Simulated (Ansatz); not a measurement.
# C₂H₇ClSn: a ladder of functionals and wavefunction methods

Aim: compute C₂H₇ClSn with functionals from several rungs and with coupled cluster, and see how far each lands from CCSD(T) at the basis-set limit for the atomisation energy.

Computed with Ansatz 0.2.0, Gaussian basis. Level: functionals in def2-TZVPP, the program's frozen cores in correlated methods.

Levels to be run: PBE-D4, r2SCAN-D4, PBE0-D4, B3LYP-D4, ωB97X-V, ωB97M-V, B2PLYP; CCSD(T)/def2-TZVPP; MP2/def2-QZVPP; extrapolation to the limit.

## Step 1: The geometry

All runs share one geometry, relaxed beforehand with PBE0-D4 in a triple-zeta def2 set. Sn takes the def2 core potential; no spin-orbit term is included.

SMILES `C[CH](Cl)[SnH3]`, 11 atoms, charge 0, spin multiplicity 1.

Atoms are counted from 1 here; the program's logs count them from 0.

Bond lengths: C1–C2 1.511 Å, C1–H5 1.093 Å, C1–H6 1.094 Å, C1–H7 1.092 Å, C2–Cl3 1.797 Å, C2–Sn4 2.167 Å, C2–H8 1.090 Å, Sn4–H9 1.712 Å, Sn4–H10 1.705 Å, Sn4–H11 1.703 Å. Angles: C2–C1–H5 111.1°, C2–C1–H6 109.8°, C2–C1–H7 111.5°, H5–C1–H6 108.2°, H5–C1–H7 107.9°, H6–C1–H7 108.2°, C1–C2–Cl3 110.3°, C1–C2–Sn4 113.8°, C1–C2–H8 110.7°, Cl3–C2–Sn4 107.7°, Cl3–C2–H8 105.2°, Sn4–C2–H8 108.8°, C2–Sn4–H9 108.9°, C2–Sn4–H10 107.6°, C2–Sn4–H11 109.4°, H9–Sn4–H10 109.9°, H9–Sn4–H11 110.0°, H10–Sn4–H11 111.0°.

Coordinates:

```mol
C2H7ClSn
  3D, bonds by distance, orders not assigned

 11 10  0  0  0  0  0  0  0  0999 V2000
    0.2409    1.3491    0.6279 C   0  0
    0.3903   -0.1541    0.6344 C   0  0
    2.1274   -0.6075    0.5463 Cl  0  0
   -0.6330   -1.1415   -1.0011 Sn  0  0
    0.7910    1.8029    1.4568 H   0  0
   -0.8148    1.6179    0.7317 H   0  0
    0.6137    1.7847   -0.3014 H   0  0
    0.0336   -0.5737    1.5754 H   0  0
   -2.3023   -0.7717   -0.9140 H   0  0
    0.0196   -0.5386   -2.4558 H   0  0
   -0.4009   -2.8244   -0.8796 H   0  0
  1  2  8  0
  2  3  8  0
  2  4  8  0
  1  5  8  0
  1  6  8  0
  1  7  8  0
  2  8  8  0
  4  9  8  0
  4 10  8  0
  4 11  8  0
M  END
```

## Step 2: PBE-D4 (GGA)

Contents of in.yaml:

```yaml
crystal:
  periodic: [false, false, false]
  atoms:
    - {symbol: C, position_ang: [0.240851, 1.349148, 0.627924]}
    - {symbol: C, position_ang: [0.390276, -0.154148, 0.634412]}
    - {symbol: Cl, position_ang: [2.127392, -0.607453, 0.546296]}
    - {symbol: Sn, position_ang: [-0.633003, -1.141519, -1.001060]}
    - {symbol: H, position_ang: [0.790986, 1.802901, 1.456840]}
    - {symbol: H, position_ang: [-0.814850, 1.617916, 0.731729]}
    - {symbol: H, position_ang: [0.613699, 1.784732, -0.301441]}
    - {symbol: H, position_ang: [0.033625, -0.573651, 1.575383]}
    - {symbol: H, position_ang: [-2.302298, -0.771676, -0.914019]}
    - {symbol: H, position_ang: [0.019589, -0.538608, -2.455793]}
    - {symbol: H, position_ang: [-0.400867, -2.824443, -0.879570]}
basis:
  gaussian: {orbitals: def2-TZVPP}
hamiltonian: {xc: pbe, dispersion: d4}
output: {forces: true, orbitals: {seedname: orbitals}}
```

The run is started by

```console
$ ansatz run in.yaml --threads 4 --pin off --events-out ev --progress --plain --max-ram 10444MiB
```

The runs that follow: r2SCAN-D4 (meta-GGA); PBE0-D4 (hybrid); B3LYP-D4 (hybrid); ωB97X-V (range-separated); ωB97M-V (range-separated); B2PLYP (double hybrid); CCSD(T) in def2-TZVPP; MP2 in def2-QZVPP.

Before running them: what should the planned runs give, taken together? Wanted: atomisation energy, CCSD(T)/CBS; farthest; mean size of error, hybrid; mean size of error, range-separated; gap, smallest and largest; T1 diagnostic; triples share of the correlation energy.

As calculated:

| quantity | value |
| --- | --- |
| atomisation energy, CCSD(T)/CBS | 36.247 eV |
| functionals within 0.362 eV (1.0 %) | PBE-D4, r2SCAN-D4, PBE0-D4, B3LYP-D4, ωB97X-V, ωB97M-V |
| farthest | B2PLYP (-0.738 eV) |
| mean size of error, hybrid | 0.244 eV |
| mean size of error, range-separated | 0.065 eV |
| gap, smallest and largest | 5.38 eV (PBE-D4), 11.51 eV (ωB97X-V) |
| T1 diagnostic | 0.0116 |
| triples share of the correlation energy | 3.6 % |

**Reading.** PBE-D4 is off by +0.178 eV. Double hybrids carry the basis error of their MP2 part in triple zeta, and no dispersion term here, so their miss is partly the set-up's. The reference freezes the cores and leaves out spin-orbit coupling and excitations past (T), and its outer-core shells are covered unevenly, so misses under about 0.362 eV can't be ranked. All levels share the lack of spin-orbit coupling, which lowers the free heavy atoms and so the true binding. Hartree-Fock recovers 73 % of the binding; the rest is correlation. The gap grows from 5.4 to 11.5 eV across the functionals, mostly with the share of exact exchange. Correlated methods include outer-core shells of Sn, which these sets cover unevenly.
